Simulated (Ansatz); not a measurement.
A nudged elastic band was laid between two geometries of a periodic cell of 17 atoms, Si (host Si, host structure diamond, interstitial Si).

Method: DFT LDA, scalar-relativistic, plane waves, PAW in Ansatz. Settings: PAW set soft_1, cutoff 420 eV, k mesh 2x2x2, fermi-dirac smearing 0.02 eV, no spin polarisation.

```json
{
 "movable images": "5",
 "climbing image": "yes",
 "spring": "1.0 eV/Å²",
 "optimiser": "lbfgs",
 "start path": "straight line",
 "force threshold": "0.05 eV/Å",
 "iteration limit": "60",
 "end points": "relaxed"
}
```

Image 0:

```xyz
17
Lattice="0.0000 5.4300 5.4300 5.4300 0.0000 5.4300 5.4300 5.4300 0.0000" Properties=species:S:1:pos:R:3
Si 0.040 -0.001 0.001
Si 1.357 1.362 1.366
Si 2.717 2.680 0.001
Si 4.097 4.051 1.378
Si 2.717 -0.001 2.684
Si 4.098 1.377 4.053
Si 5.432 2.714 2.715
Si 6.768 4.050 4.053
Si 0.002 2.714 2.716
Si 1.357 4.064 4.068
Si 2.717 5.429 2.749
Si 4.081 6.790 4.069
Si 2.718 2.746 5.431
Si 4.080 4.067 6.793
Si 5.399 5.429 5.431
Si 6.769 6.806 6.808
Si 8.149 5.428 5.431
```

Image 6:

```xyz
17
Lattice="0.0000 5.4300 5.4300 5.4300 0.0000 5.4300 5.4300 5.4300 0.0000" Properties=species:S:1:pos:R:3
Si -0.004 0.004 -0.004
Si 1.356 1.324 1.358
Si 2.733 2.696 -0.021
Si 4.106 4.072 1.357
Si 2.718 0.005 2.719
Si 4.073 1.358 4.073
Si 5.425 2.711 2.718
Si 6.785 4.075 4.037
Si -0.023 2.695 2.735
Si 1.356 4.072 4.106
Si 2.732 5.449 2.732
Si 4.066 6.789 4.069
Si 2.718 2.711 5.425
Si 4.036 4.074 6.786
Si 5.404 5.454 5.405
Si 6.785 6.822 6.785
Si 6.782 4.074 6.784
```

Question: What changes between the two ends?

Answer: Contacts lost: Si6–Si17. Contacts made: Si9–Si17. The atom that moves furthest is Si17, by 2.35 Å.

Question: What energy profile does the band end with?

Answer: It converged. The highest image is number 3 of 0 to 6, 0.31 eV above the ends, which have the same energy within 2 meV. By the program's own check the climbing image is of a kind that is not told: the force calls were inconclusive, a negative curvature could not be distinguished from the path's own, the only one lies far off the path, or fixed occupations may fill a level only in part (lowest curvatures found: -0.04 and 0.63 eV/Å²). Limits of this set-up: coarse k mesh, PAW files made for another functional.

```csv
image,path coordinate (Å),energy (eV),Si6–Si17 (Å),Si9–Si17 (Å)
0,0.00,0.00,2.39,4.70
1,0.52,0.11,2.47,4.27
2,1.05,0.30,2.76,3.75
3,1.55,0.31,3.25,3.22
4,2.05,0.30,3.78,2.73
5,2.58,0.10,4.28,2.47
6,3.09,0.00,4.70,2.39
```

Question: What is the geometry of the highest image?

Answer: 
```xyz
17
Lattice="0.0000 5.4300 5.4300 5.4300 0.0000 5.4300 5.4300 5.4300 0.0000" Properties=species:S:1:pos:R:3
Si 0.012 -0.047 0.047
Si 1.405 1.343 1.310
Si 2.790 2.612 -0.075
Si 4.172 3.998 1.431
Si 2.668 -0.047 2.703
Si 3.907 1.192 4.238
Si 5.267 2.551 2.879
Si 6.714 3.998 3.973
Si 0.170 2.884 2.545
Si 1.405 4.120 4.086
Si 2.790 5.505 2.817
Si 4.240 6.954 3.905
Si 2.668 2.727 5.477
Si 4.059 4.120 6.740
Si 5.328 5.505 5.355
Si 6.714 6.886 6.861
Si 7.461 4.746 6.114
```

The run took 9.7 min on 1 thread of Arm Neoverse V2, with other jobs on the host, peak memory 0.76 GiB.
